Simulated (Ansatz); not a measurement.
# C5H4O2: one species, many methods

An exercise on one series of results from a longer session: the logs are not shown, and one member is left open.

Method: functionals in def2-TZVPP, the program's frozen cores in correlated methods; program: Ansatz 0.2.0, Gaussian basis.

The runs, in order: PBE-D4, r2SCAN-D4, PBE0-D4, B3LYP-D4, ωB97X-V, ωB97M-V, B2PLYP; CCSD(T)/def2-TZVPP; MP2/def2-QZVPP; extrapolation to the limit.

## The relaxed structure

The geometry comes from an earlier relaxation with PBE0-D4 in a triple-zeta def2 set; it is a stationary point, not always the lowest conformer.

SMILES `C#COC(=O)C=C`, 11 atoms, charge 0, spin multiplicity 1.

Atoms are counted from 1 here; the program's logs count them from 0.

Bond lengths: C1–C2 1.196 Å, C1–H8 1.063 Å, C2–O3 1.302 Å, O3–C4 1.394 Å, C4–O5 1.189 Å, C4–C6 1.467 Å, C6–C7 1.327 Å, C6–H9 1.083 Å, C7–H10 1.083 Å, C7–H11 1.083 Å. Angles: C2–C1–H8 179.1°, C1–C2–O3 176.2°, C2–O3–C4 117.6°, O3–C4–O5 122.4°, O3–C4–C6 111.4°, O5–C4–C6 126.2°, C4–C6–C7 124.6°, C4–C6–H9 113.3°, C7–C6–H9 122.1°, C6–C7–H10 121.6°, C6–C7–H11 120.7°, H10–C7–H11 117.6°.

Set-up of the first run:

Input file in.yaml:

```yaml
crystal:
  periodic: [false, false, false]
  atoms:
    - {symbol: C, position_ang: [-0.674853, -2.017133, -2.343226]}
    - {symbol: C, position_ang: [-0.323770, -1.327473, -1.431890]}
    - {symbol: O, position_ang: [0.125048, -0.630175, -0.427995]}
    - {symbol: C, position_ang: [-0.590964, 0.508379, -0.062445]}
    - {symbol: O, position_ang: [-1.577739, 0.849894, -0.631323]}
    - {symbol: C, position_ang: [0.031085, 1.188280, 1.078361]}
    - {symbol: C, position_ang: [1.135137, 0.778518, 1.690461]}
    - {symbol: H, position_ang: [-0.999559, -2.620285, -3.155775]}
    - {symbol: H, position_ang: [-0.502156, 2.079022, 1.388143]}
    - {symbol: H, position_ang: [1.662178, -0.113102, 1.374350]}
    - {symbol: H, position_ang: [1.540693, 1.330974, 2.529540]}
basis:
  gaussian: {orbitals: def2-TZVPP}
hamiltonian: {xc: pbe, dispersion: d4}
output: {forces: true, orbitals: {seedname: orbitals}}
```

The run is started by

```console
ansatz run in.yaml --threads 4 --pin off --events-out ev --progress --plain --max-ram 10444MiB
```

Steps of the session up to this table: PBE-D4 (GGA); r2SCAN-D4 (meta-GGA); PBE0-D4 (hybrid); B3LYP-D4 (hybrid); ωB97X-V (range-separated); ωB97M-V (range-separated); B2PLYP (double hybrid); CCSD(T) in def2-TZVPP; MP2 in def2-QZVPP.

One table of the session follows, with a row left open; its other results are not shown here.

It belongs to the step «Atomisation energies». 

| method | atomisation energy (kJ/mol) |
| --- | --- |
| PBE-D4 | 5312.7 |
| r2SCAN-D4 | 5108.2 |
| PBE0-D4 | 5132.3 |
| B3LYP-D4 | 5076.9 |
| ωB97X-V | 5065.6 |
| ωB97M-V | 5087.6 |
| B2PLYP | 5038.0 |
| HF/def2-TZVPP | 3507.7 |
| MP2/def2-TZVPP | 5101.6 |
| CCSD/def2-TZVPP | ? |
| CCSD(T)/def2-TZVPP | 4917.0 |
| MP2/CBS | 5240.9 |
| CCSD(T)/CBS | 5056.3 |

Q: Estimate the row for CCSD/def2-TZVPP from the others.

As computed: atomisation energy (kJ/mol): 4799.3. In the column «atomisation energy (kJ/mol)» it lies between HF/def2-TZVPP (3507.7) and CCSD(T)/def2-TZVPP (4917.0).
